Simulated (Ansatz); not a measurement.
**C3H10FInSi: up Jacob's ladder to CCSD(T)**

One table from this session's results is given with a row withheld; the runs are named, their logs left out.

The runs use Ansatz 0.2.0, Gaussian basis; functionals in def2-TZVPP, the program's frozen cores in correlated methods.

Plan: LDA (SPW92), PBE-D4, revPBE-D4, BLYP-D4, r2SCAN-D4, B97M-V, PBE0-D4, B3LYP-D4, r2SCANh-D4, r2SCAN0-D4, HSE06-D4, BHLYP-D4, CAM-B3LYP-D4, LC-ωPBE, ωB97X-V, ωB97M-V, B2PLYP, PBE-QIDH; CCSD(T)/def2-SVP; CCSD(T)/def2-TZVPP; MP2/def2-QZVPP; extrapolation to the limit; RPA on PBE.

## The relaxed structure

The geometry comes from an earlier relaxation with PBE0-D4 in a triple-zeta def2 set; it is a stationary point, not always the lowest conformer. In takes the def2 core potential; no spin-orbit term is included.

SMILES `CC(F)[SiH2][CH2][InH2]`, 16 atoms, charge 0, spin multiplicity 1.

Atoms are counted from 1 here; the program's logs count them from 0.

Bond lengths: C1–C2 1.505 Å, C1–H7 1.093 Å, C1–H8 1.093 Å, C1–H9 1.093 Å, C2–F3 1.442 Å, C2–Si4 1.914 Å, C2–H10 1.093 Å, Si4–C5 1.845 Å, Si4–H11 1.488 Å, Si4–H12 1.493 Å, C5–In6 2.187 Å, C5–H13 1.092 Å, C5–H14 1.093 Å, In6–H15 1.726 Å, In6–H16 1.723 Å. Angles: C2–C1–H7 111.2°, C2–C1–H8 109.2°, C2–C1–H9 111.6°, H7–C1–H8 108.3°, H7–C1–H9 108.4°, H8–C1–H9 108.0°, C1–C2–F3 107.6°, C1–C2–Si4 115.4°, C1–C2–H10 110.8°, F3–C2–Si4 105.9°, F3–C2–H10 104.2°, Si4–C2–H10 112.1°, C2–Si4–C5 107.4°, C2–Si4–H11 107.1°, C2–Si4–H12 105.8°, C5–Si4–H11 111.2°, C5–Si4–H12 116.4°, H11–Si4–H12 108.5° and more.

Set-up of the first run:

File in.yaml:

```yaml
crystal:
  periodic: [false, false, false]
  atoms:
    - {symbol: C, position_ang: [-0.618048, -1.555833, -1.120290]}
    - {symbol: C, position_ang: [-0.605518, -1.126407, 0.321970]}
    - {symbol: F, position_ang: [-1.576695, -0.071046, 0.470728]}
    - {symbol: Si, position_ang: [1.052513, -0.404140, 0.948507]}
    - {symbol: C, position_ang: [1.273763, 1.242905, 0.146034]}
    - {symbol: In, position_ang: [-0.683599, 2.205261, -0.014980]}
    - {symbol: H, position_ang: [-1.620443, -1.855806, -1.434716]}
    - {symbol: H, position_ang: [0.051498, -2.410268, -1.247048]}
    - {symbol: H, position_ang: [-0.274191, -0.756013, -1.781055]}
    - {symbol: H, position_ang: [-0.977205, -1.925617, 0.968615]}
    - {symbol: H, position_ang: [0.941755, -0.270909, 2.426755]}
    - {symbol: H, position_ang: [2.087025, -1.435929, 0.642426]}
    - {symbol: H, position_ang: [1.704876, 1.152657, -0.853348]}
    - {symbol: H, position_ang: [1.931105, 1.870081, 0.753198]}
    - {symbol: H, position_ang: [-1.356920, 2.343415, -1.597981]}
    - {symbol: H, position_ang: [-1.329935, 2.997669, 1.371184]}
basis:
  gaussian: {orbitals: def2-TZVPP}
hamiltonian: {xc: lda}
output: {orbitals: {seedname: orbitals}}
```

The run is started by

```sh
$ ansatz run in.yaml --threads 2 --pin off --events-out ev --progress --plain --max-ram 31744MiB --backend cuda --devices 0, --max-vram 18GiB
```

Steps of the session up to this table: LDA; PBE-D4 (GGA); revPBE-D4 (GGA); BLYP-D4 (GGA); r2SCAN-D4 (meta-GGA); B97M-V (meta-GGA); PBE0-D4 (hybrid); B3LYP-D4 (hybrid); r2SCANh-D4 (hybrid); r2SCAN0-D4 (hybrid); HSE06-D4 (hybrid); BHLYP-D4 (hybrid); CAM-B3LYP-D4 (range-separated); LC-ωPBE (range-separated); ωB97X-V (range-separated); ωB97M-V (range-separated); B2PLYP (double hybrid); PBE-QIDH (double hybrid).

One table of the session follows, with a row left open; its other results are not shown here.

It belongs to the step «Frontier levels by functional». 

| functional | HOMO (eV) | gap (eV) |
| --- | --- | --- |
| LDA (SPW92) | -6.34 | 4.54 |
| PBE-D4 | -6.20 | 4.67 |
| revPBE-D4 | -6.14 | 4.73 |
| BLYP-D4 | -6.05 | 4.60 |
| r2SCAN-D4 | -6.42 | 5.24 |
| B97M-V | -6.52 | 5.03 |
| PBE0-D4 | -7.31 | 6.54 |
| B3LYP-D4 | -7.09 | 6.08 |
| r2SCANh-D4 | -6.84 | 5.91 |
| r2SCAN0-D4 | -7.47 | 6.91 |
| HSE06-D4 | -6.91 | 5.80 |
| BHLYP-D4 | -8.31 | 8.22 |
| CAM-B3LYP-D4 | -8.58 | 8.62 |
| LC-ωPBE | ? | ? |
| ωB97X-V | -9.57 | 10.53 |
| ωB97M-V | -9.45 | 10.04 |

Estimate the missing values for LC-ωPBE.

**Answer.** HOMO (eV): -9.92; gap (eV): 11.01. In the column «HOMO (eV)» it is the lowest.
